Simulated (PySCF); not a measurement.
# A diatomic session: SnC

An exercise on one series of results from a longer session: the logs are not shown, and one member is left open.

The runs use PySCF 2.14.0; Sn x2c-SVPall, C x2c-SVPall, spin-free X2C with a Gaussian nucleus.

The first run:

Settings of the job:

```yaml
atoms: Sn, C
charge: 0
basis: Sn x2c-SVPall, C x2c-SVPall
Hamiltonian: spin-free X2C with a Gaussian nucleus
basis_functions: 50
electrons_treated: 56
masses_in_u: 119.9022, 12.0000
levels: PBE0, PBE, r²SCAN, TPSS, BHandHLYP, B2PLYP, HF, MP2, SCS-MP2, CCSD, CCSD(T)
grid: 80 radial by 434 angular points
occupations: held fixed by the projection of orbital angular momentum
dissociation_limit: Sn + C, each in its ground configuration
starting_distance_in_angstrom: 2.060
values_of_2S_to_try: 0, 2, 4
```

Run with:

```sh
OMP_NUM_THREADS=1 python dia.py task.json out
```

Steps of the session up to this table: The job; The PBE0 curve of the state that the search chose; Other states along the same grid; PBE (GGA); r²SCAN; TPSS (meta-GGA); BHandHLYP (global hybrid GGA); B2PLYP (double hybrid); ROHF (mean field); Adding correlation.

One of the session's tables, all rows but one given; the rest of the session is left out.

It belongs to the step «The curves together». Energy (eV) from each level's lowest point:

| R (Å) | ROHF | ROHF-MP2 | ROHF-SCS-MP2 | ROHF-CCSD | ROHF-CCSD(T) |
| --- | --- | --- | --- | --- | --- |
| 1.742 | 0.977 | 1.128 | 1.149 | n/a | n/a |
| 1.823 | 0.368 | 0.475 | 0.491 | 0.535 | 0.576 |
| 1.903 | 0.073 | 0.126 | 0.136 | 0.171 | 0.195 |
| 1.964 | 0.000 | 0.013 | 0.019 | 0.040 | 0.052 |
| 2.025 | ? | ? | ? | ? | ? |
| 2.086 | 0.104 | 0.067 | 0.059 | 0.028 | 0.017 |
| 2.167 | 0.284 | 0.255 | 0.234 | 0.141 | 0.115 |
| 2.268 | 0.564 | 0.611 | 0.570 | 0.361 | 0.318 |
| 2.389 | 0.912 | 1.160 | 1.088 | 0.686 | 0.619 |
| 2.551 | 1.315 | 1.957 | 1.839 | n/a | n/a |

Q: Estimate the row for R (Å) = 2.025 from the others.

Worked estimate for «ROHF». A straight line through the neighbours (1.964, 0.000) and (2.086, 0.104) gives 0.000 + (0.104 − 0.000) × (2.025 − 1.964) / (2.086 − 1.964) = 0.052; a parabola fitted to 4 rows on both sides gives 0.021.

The run gave: ROHF: 0.019; ROHF-MP2: 0.000; ROHF-SCS-MP2: 0.000; ROHF-CCSD: 0.000; ROHF-CCSD(T): 0.000. In «ROHF» the line misses by +0.033 and the parabola by +0.002.
